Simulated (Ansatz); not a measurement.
This script makes an equation of state with a fit of TlS, space group Pm-3m with the Python package of Ansatz (0.2.0).

`tls.py`
```python
import warnings

import ansatz as az
import numpy as np

VECTORS = np.array([
    [3.595635, 0.0, 0.0],
    [0.0, 3.595635, 0.0],
    [0.0, 0.0, 3.595635],
])
SITES = [
    ('Tl', (0.5, 0.5, 0.5)),
    ('S', (0.0, 0.0, 0.0)),
]


def build(cell):
    crystal = az.Crystal(lattice=az.Lattice.of(cell))
    for symbol, position in SITES:
        crystal = crystal.atom(symbol, position)
    return crystal

warnings.simplefilter('ignore', az.DeckWarning)

volumes, energies, pressures = [], [], []
for scale in np.linspace(0.94, 1.06, 7):
    cell = VECTORS * scale ** (1 / 3)
    model = (
        build(cell).calculation()
        .functional(az.Functional.R2SCAN)
        .pseudopotentials('paw')
        .occupations('gaussian', width=0.1)
        .basis(600)
        .kpoints(7, 7, 7)
        .stress()
    )
    summary = model.run(threads=1).report
    volumes.append(abs(np.linalg.det(cell)) / len(SITES))
    energies.append(summary['free_energy_ev'] / len(SITES))
    pressures.append(np.trace(summary['stress_gpa']) / 3)
    print(f'V = {volumes[-1]:8.4f} A^3/atom  F = {energies[-1]:.5f} eV/atom  P = {pressures[-1]:8.3f} GPa')

x = np.array(volumes) ** (-2 / 3)
poly = np.polynomial.Polynomial.fit(x, energies, 3).convert()
roots = poly.deriv().roots()
x0 = min((r.real for r in roots if abs(r.imag) < 1e-9 and poly.deriv(2)(r.real) > 0), key=lambda r: abs(r - x.mean()))
v0 = x0 ** -1.5
b0 = 4 / 9 * poly.deriv(2)(x0) * v0 ** (-7 / 3) * 160.21766
b1 = 4 + 2 / 3 * x0 * poly.deriv(3)(x0) / poly.deriv(2)(x0)
print(f'V0 = {v0:.4f} A^3/atom, B0 = {b0:.1f} GPa, dB/dP = {b1:.2f}')
```

Its results, one of them left out:

| V (Å³/atom) | F less the lowest row shown (meV/atom) |
| --- | --- |
| 21.849 | ? |
| 22.314 | 0.82 |
| 22.778 | 0.00 |
| 23.243 | 2.17 |
| 23.708 | 6.97 |
| 24.173 | 14.08 |
| 24.638 | 23.21 |

What is the missing energy at 21.849 Å³ an atom?

A third-order Birch-Murnaghan fit, E = E0 + (9 V0 B0 / 16) [(t - 1)³ B' + (t - 1)² (6 - 4t)] with t = (V0/V)^(2/3), through the 6 rows shown gives V0 = 22.665 Å³, B0 = 51.8 GPa, B' = 5.31 and E0 = -0.09 meV. At V = 21.849 Å³, t = 1.02477, and the fit extrapolates to 5.05 meV. The run gave 5.04 meV, a miss of 0.02 meV.

The mesh is modest for a metal, so energies can be off by several to tens of meV an atom and pressures by half a GPa or more; differences at equal mesh fare better. Pressure is positive in compression. Spin-orbit coupling, which matters for elements this heavy, is left out. The structure comes from a database of computed cells and needn't be a stable or known phase.
